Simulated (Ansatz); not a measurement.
# CH6FInOSi: basis-set convergence

How large a basis does CH6FInOSi need? Two functionals are run in growing sets.

Method: one geometry, several basis sets; program: Ansatz 0.2.0, Gaussian basis.

Levels to be run: PBE0-D4/def2-SVP; ωB97M-V/def2-SVP; PBE0-D4/def2-QZVPP; ωB97M-V/def2-QZVPP; the functionals' def2-TZVPP values are taken from earlier runs.

### 1 Structure used throughout

The geometry comes from an earlier relaxation with PBE0-D4 in a triple-zeta def2 set; it is a stationary point, not always the lowest conformer. In takes the def2 core potential; no spin-orbit term is included.

SMILES `[F][InH][CH2]O[SiH3]`, 11 atoms, charge 0, spin multiplicity 1.

Atoms are counted from 1 here; the program's logs count them from 0.

Bond lengths: F1–In2 1.973 Å, In2–C3 2.191 Å, In2–H6 1.708 Å, C3–O4 1.420 Å, C3–H7 1.091 Å, C3–H8 1.094 Å, O4–Si5 1.636 Å, Si5–H9 1.478 Å, Si5–H10 1.484 Å, Si5–H11 1.515 Å. Angles: F1–In2–C3 107.6°, F1–In2–H6 111.3°, C3–In2–H6 140.7°, In2–C3–O4 111.9°, In2–C3–H7 110.2°, In2–C3–H8 107.7°, O4–C3–H7 107.8°, O4–C3–H8 111.0°, H7–C3–H8 108.2°, C3–O4–Si5 118.7°, O4–Si5–H9 108.8°, O4–Si5–H10 113.7°, O4–Si5–H11 105.5°, H9–Si5–H10 111.5°, H9–Si5–H11 110.4°, H10–Si5–H11 106.7°.

### 2 PBE0-D4 in def2-SVP

in.yaml reads:

```yaml
crystal:
  periodic: [false, false, false]
  atoms:
    - {symbol: F, position_ang: [-2.600637, 0.740091, 1.172039]}
    - {symbol: In, position_ang: [-0.653019, 0.733388, 1.485691]}
    - {symbol: C, position_ang: [0.145645, -1.133954, 0.663638]}
    - {symbol: O, position_ang: [1.059529, -0.897271, -0.397451]}
    - {symbol: Si, position_ang: [0.661502, 0.197051, -1.546690]}
    - {symbol: H, position_ang: [-0.167035, 2.087775, 2.405687]}
    - {symbol: H, position_ang: [0.672632, -1.691884, 1.439348]}
    - {symbol: H, position_ang: [-0.701739, -1.737483, 0.323962]}
    - {symbol: H, position_ang: [1.882041, 0.568528, -2.293266]}
    - {symbol: H, position_ang: [-0.416173, -0.260779, -2.458075]}
    - {symbol: H, position_ang: [0.117243, 1.394538, -0.794891]}
basis:
  gaussian: {orbitals: def2-SVP}
hamiltonian: {xc: pbe0, dispersion: d4}
output: {orbitals: {seedname: orbitals}}
```

On the command line:

```console
$ ansatz run in.yaml --threads 4 --pin off --events-out ev --progress --plain --max-ram 10444MiB
```

Further steps of the session: ωB97M-V in def2-SVP; PBE0-D4 in def2-QZVPP; ωB97M-V in def2-QZVPP.

**Question.** What will the summary of the whole plan be? Wanted: PBE0-D4: double and triple zeta above quadruple; ωB97M-V: double and triple zeta above quadruple.

The runs gave:

| quantity | value |
| --- | --- |
| PBE0-D4: double and triple zeta above quadruple | 11.06, 0.68 eV |
| ωB97M-V: double and triple zeta above quadruple | 11.26, 0.64 eV |

**Reading.** PBE0-D4 gains 10.39 eV from double to triple zeta, then 0.68 eV more. Total energies overstate the basis error of differences, where much of it tends to cancel.
